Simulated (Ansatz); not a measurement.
## GaGe: relaxation of the atoms with BLYP

The system is GaGe.

```xyz
2
Lattice="4.0982 0.0000 0.0000 2.0491 3.5491 0.0000 2.0491 1.1830 3.3461" Properties=species:S:1:pos:R:3 pbc="T T T"
Ge    6.1522    3.5534    0.0848
Ga    2.0542    1.1643    0.8843
```

The cell comes from a database or a generator and needn't be the stable form of this composition.

The cell isn't the ideal one: atoms moved at random, drawn with an rms of 0.05 Å.

- Program: Ansatz 0.2.0
- Task: relaxation of the atoms
- Functional: BLYP
- Potentials or basis: all-electron LAPW, relativistic spinors
- Basis error allowed: 0.001 eV/atom
- k mesh: 8 × 8 × 8
- Occupations: fermi-dirac, width 0.02 eV
- Spin: spin-orbit coupling, no magnetisation

The energy gained by relaxing is 2.0 meV/atom and the ionic steps are 4. The pressure after relaxing is 3.3 GPa.

The path:
| step | energy change (eV) | largest force (eV/Å) |
| --- | --- | --- |
| 1 | 0.0000 | 0.1957 |
| 2 | -0.0031 | 0.0872 |
| 3 | -0.0040 | 0.0077 |
| 4 | -0.0041 | 0.0003 |

Final structure:
```
Ge Ga
1.0
     4.09817    0.00000    0.00000
     2.04909    3.54912    0.00000
     2.04909    1.18304    3.34614
Ge Ga
1 1
Cartesian
  6.1523 3.5420 0.0663
  2.0542 1.1758 0.9028
```

Run time: 28 min on 1 thread of Arm Neoverse V1 (shared host), peak memory 1.8 GiB.
